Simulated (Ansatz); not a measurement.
Predict the output of the script below (Ansatz 0.2.0 through its Python package).

`run_bde.py`:
```python
"""X-H bond energies of C3H4BF without relaxation."""

import ansatz as az


def total_energy(molecule, charge=0, unpaired=0):
    calc = (
        molecule.calculation()
        .basis(gaussian="def2-TZVP")  # the orbital basis, by name
        .functional("r2SCAN")
    )
    if charge:
        calc = calc.charge(charge)
    if unpaired:
        calc = calc.spin("collinear", total=unpaired)
    return calc.run(threads=1).report["free_energy_ev"]

GEOMETRY = """
F     1.31550    1.02160    1.83600
C     0.58070    0.46870    0.81190
C     0.93380   -0.24650   -0.31020
C    -0.36550   -0.40980   -0.70730
B    -0.96030    0.34220    0.45450
H     1.91970   -0.54700   -0.70840
H    -0.62910    0.08540   -1.66630
H    -0.71060   -1.47040   -0.68980
H    -1.99560    0.70960    0.96250
"""

def without(molecule, index):
    rest = az.Crystal.molecule()
    for i, site in enumerate(molecule.cartesian_sites):
        if i != index:
            rest = rest.atom(site.symbol, site.position_ang)
    return rest

mol = az.Crystal.molecule()
for line in GEOMETRY.strip().splitlines():
    symbol, *xyz = line.split()
    mol = mol.atom(symbol, [float(v) for v in xyz])

whole = total_energy(mol, 0)
hydrogen = total_energy(az.Crystal.molecule().atom("H", (0, 0, 0)), 0, 1)
print(f"E(molecule) = {whole:.5f} eV, E(H) = {hydrogen:.5f} eV")
for index in [5, 7, 8]:
    radical = total_energy(without(mol, index), 0, 1)
    print(f"H{index}: homolysis {(radical + hydrogen - whole):.3f} eV")
```

```console
$ python run_bde.py
E(molecule) = -6565.36809 eV, E(H) = -13.60370 eV
H5: homolysis 4.931 eV
H7: homolysis 4.014 eV
H8: homolysis 4.660 eV
```

Total energies depend on the basis set; only differences at equal settings carry meaning. The geometry is a force-field or estimated start, not a minimum of this method, and the basis set is short of its limit. All parts are taken at fixed geometry, without zero-point energy. The whole script took 51 s on 1 thread of Arm Neoverse V2 (shared host), peak memory 0.32 GiB.
